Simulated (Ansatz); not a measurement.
This script makes a test of the smearing width of AgAu, space group P-6m2 with Ansatz 0.2.0 through its Python package.

The script, `run_smear.py`:
```python
"""Smearing width test for AgAu."""

import warnings

import ansatz as az

warnings.simplefilter("ignore", az.DeckWarning)

structure = (
    az.Lattice.of([2.9351666, 0.0, 0.0], [-1.4675833, 2.54192884, 0.0], [0.0, 0.0, 4.69690505])
    .atom("Ag", [0.0, 0.0, 0.5])
    .atom("Au", [2 / 3, 1 / 3, 0.0])
)

base = (
    structure.calculation()
    .functional("PBEsol")
    .kpoints(10, 10, 6)
    .stress()
)

rows = []
for value in [0.5, 0.3, 0.2, 0.1]:
    rep = base.occupations("methfessel_paxton", width=value).run(threads=1, backend="cpu").report
    rows.append((value, rep["free_energy_ev"] / len(rep["lattice"]["sites"]), rep["n_iterations"], sum(rep["stress_gpa"][i][i] for i in range(3)) / 3, rep["n_kpoints"]))

print("  width (eV)   F/atom (eV)    iterations       P (GPa)      k-points")
for row in rows:
    print(f"{str(row[0]):>12s}  {row[1]:12.5f}  {row[2]:12d}  {row[3]:12.3f}  {row[4]:12d}")

# differences from the last row
for row in rows[:-1]:
    shift = 1000 * (row[1] - rows[-1][1])
    print(f"{row[0]}: {shift:+.2f} meV/atom" + ("  (within 2 meV)" if abs(shift) < 2 else ""))
```

How much does the free energy per atom change between the narrowest and the widest smearing, and why?

Going from 0.1 to 0.5 eV changes F by -2.8 meV an atom. This scheme is built to cancel the term in the square of the width, so the shifts stay small and are partly the mesh's error. The pressure moves from -4.86 to -4.94 GPa.

The output:

```console
$ python run_smear.py
  width (eV)   F/atom (eV)    iterations       P (GPa)      k-points
         0.5  -10264.68809             7        -4.936            56
         0.3  -10264.68622             7        -4.866            56
         0.2  -10264.68579             7        -4.851            56
         0.1  -10264.68531             5        -4.857            56
0.5: -2.78 meV/atom
0.3: -0.91 meV/atom  (within 2 meV)
0.2: -0.48 meV/atom  (within 2 meV)
```

Notes:
- For a metal this k-point mesh is coarse: on a finer one energies can move by several to tens of meV an atom and pressures by half a GPa or more, differences at one mesh by less.
- The narrowest width needs the finest mesh, so the last row is no converged reference.
- Pressure is positive in compression.
- Spin-orbit coupling, which matters for elements this heavy, is left out.
- This cell is a computed structure, which may not be the phase found in nature.

(Lines on the test bed's own set-up are left out of the output.)
